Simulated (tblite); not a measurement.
# C3H13NSSi3: the cost of one run

Programs: tblite 0.8.0 and PySCF 2.14.0, with density-fitted response routines of our own. Each step states its level of theory. These are calculated values for one molecule in the gas phase, unless marked as measured. Atoms are numbered from 0 throughout.

## (1) The molecule as given

21 atoms, charge 0, multiplicity 1; geometry from: force field or distance geometry start.

Bonds of the start (Å): C0–C1 1.34, C1–S2 1.81, S2–Si3 2.16, C1–Si4 1.84, Si4–C5 1.89, Si4–Si6 2.20, Si6–N7 1.80, C0–H8 1.08, C0–H9 1.09, Si3–H10 1.46, Si3–H11 1.47, Si3–H12 1.47, Si4–H13 1.47, C5–H14 1.12, C5–H15 1.11, C5–H16 1.09, Si6–H17 1.49, Si6–H18 1.47, N7–H19 1.04, N7–H20 1.05.

## (2) Optimising the geometry with GFN2-xTB

Job settings and geometry (Å):

```
{"job": {"kind": "relax", "xc": "GFN2-xTB", "basis": "xTB"}, "charge": 0, "multiplicity": 1}
C      1.452500     1.041900    -0.701100
C      0.986000    -0.091300    -0.157800
S      2.199100    -1.049600     0.787100
Si     4.095700    -0.016500     0.729400
Si    -0.764900    -0.643600    -0.336300
C     -1.563100     0.280900    -1.784200
Si    -2.022300    -0.301900     1.437300
N     -3.539600     0.508500     0.908000
H      2.497100     1.258400    -0.516200
H      0.784000     1.680700    -1.276200
H      4.088000     1.205500     1.532600
H      5.204900    -0.899200     1.115500
H      4.342900     0.370100    -0.667200
H     -0.800000    -2.081200    -0.656900
H     -0.809700     0.504500    -2.587900
H     -2.008100     1.213600    -1.388900
H     -2.334300    -0.381200    -2.185700
H     -2.433700    -1.598100     2.046600
H     -1.415400     0.544600     2.477600
H     -4.367700     0.072600     1.359900
H     -3.600500     0.552700    -0.136200
```

Started as:

```bash
$ OMP_NUM_THREADS=1 python probes_run.py task.json out
```

The driver reads the jobs from task.json and runs them one after another.

**Question.** How long does this first job take on 1 thread of Arm Neoverse V1, shared host?

About 1.5 s.
